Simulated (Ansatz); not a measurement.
**CH₅NSn: up Jacob's ladder to CCSD(T)**

One table from this session's results is given with a row withheld; the runs are named, their logs left out.

The runs use Ansatz 0.2.0, Gaussian basis; functionals in def2-TZVPP, the program's frozen cores in correlated methods.

The runs, in order: LDA (SPW92), PBE-D4, revPBE-D4, BLYP-D4, r2SCAN-D4, B97M-V, PBE0-D4, B3LYP-D4, r2SCANh-D4, r2SCAN0-D4, HSE06-D4, BHLYP-D4, CAM-B3LYP-D4, LC-ωPBE, ωB97X-V, ωB97M-V, B2PLYP, PBE-QIDH; CCSD(T)/def2-SVP; CCSD(T)/def2-TZVPP; MP2/def2-QZVPP; extrapolation to the limit; RPA on PBE.

## The relaxed structure

The geometry comes from an earlier relaxation with PBE0-D4 in a triple-zeta def2 set; it is a stationary point, not always the lowest conformer. Sn takes the def2 core potential; no spin-orbit term is included.

SMILES `N=[CH][SnH3]`, 8 atoms, charge 0, spin multiplicity 1.

Atoms are counted from 1 here; the program's logs count them from 0.

Bond lengths: N1–C2 1.265 Å, N1–H4 1.024 Å, C2–Sn3 2.158 Å, C2–H5 1.101 Å, Sn3–H6 1.700 Å, Sn3–H7 1.709 Å, Sn3–H8 1.709 Å. Angles: C2–N1–H4 111.7°, N1–C2–Sn3 118.6°, N1–C2–H5 122.5°, Sn3–C2–H5 118.9°, C2–Sn3–H6 108.6°, C2–Sn3–H7 109.2°, C2–Sn3–H8 109.2°, H6–Sn3–H7 110.8°, H6–Sn3–H8 110.8°, H7–Sn3–H8 108.3°.

The first run:

in.yaml reads:

```yaml
crystal:
  periodic: [false, false, false]
  atoms:
    - {symbol: N, position_ang: [-1.283920, 0.969689, -0.850698]}
    - {symbol: C, position_ang: [-0.461761, 0.008763, -0.832759]}
    - {symbol: Sn, position_ang: [0.756228, -0.274948, 0.925578]}
    - {symbol: H, position_ang: [-1.804204, 1.006392, -1.731820]}
    - {symbol: H, position_ang: [-0.344373, -0.685934, -1.678574]}
    - {symbol: H, position_ang: [0.349660, 0.917880, 2.066235]}
    - {symbol: H, position_ang: [2.404842, -0.160536, 0.490103]}
    - {symbol: H, position_ang: [0.475528, -1.838408, 1.556235]}
basis:
  gaussian: {orbitals: def2-TZVPP}
hamiltonian: {xc: lda}
output: {orbitals: {seedname: orbitals}}
```

Steps of the session up to this table: LDA; PBE-D4 (GGA); revPBE-D4 (GGA); BLYP-D4 (GGA); r2SCAN-D4 (meta-GGA); B97M-V (meta-GGA); PBE0-D4 (hybrid); B3LYP-D4 (hybrid); r2SCANh-D4 (hybrid); r2SCAN0-D4 (hybrid); HSE06-D4 (hybrid); BHLYP-D4 (hybrid); CAM-B3LYP-D4 (range-separated); LC-ωPBE (range-separated); ωB97X-V (range-separated); ωB97M-V (range-separated); B2PLYP (double hybrid); PBE-QIDH (double hybrid).

One table of the session follows, with a row left open; its other results are not shown here.

It belongs to the step «Orbital energies across the functionals». 

```
  functional  HOMO (eV)  gap (eV)
 LDA (SPW92)          ?         ?
      PBE-D4      -5.80      3.88
   revPBE-D4      -5.76      3.94
     BLYP-D4      -5.72      3.93
   r2SCAN-D4      -6.06      4.35
      B97M-V      -6.23      4.60
     PBE0-D4      -7.13      6.33
    B3LYP-D4      -6.94      5.88
  r2SCANh-D4      -6.56      5.26
  r2SCAN0-D4      -7.31      6.62
    HSE06-D4      -6.74      5.55
    BHLYP-D4      -8.41      8.79
CAM-B3LYP-D4      -8.50      8.90
     LC-ωPBE      -9.78     11.40
     ωB97X-V      -9.49     11.00
     ωB97M-V      -9.38     10.77
```

**Question.** Estimate the row for LDA (SPW92).

The run gave: HOMO (eV): -5.87; gap (eV): 3.72. In the column «HOMO (eV)» it lies between r2SCAN-D4 (-6.06) and PBE-D4 (-5.80).
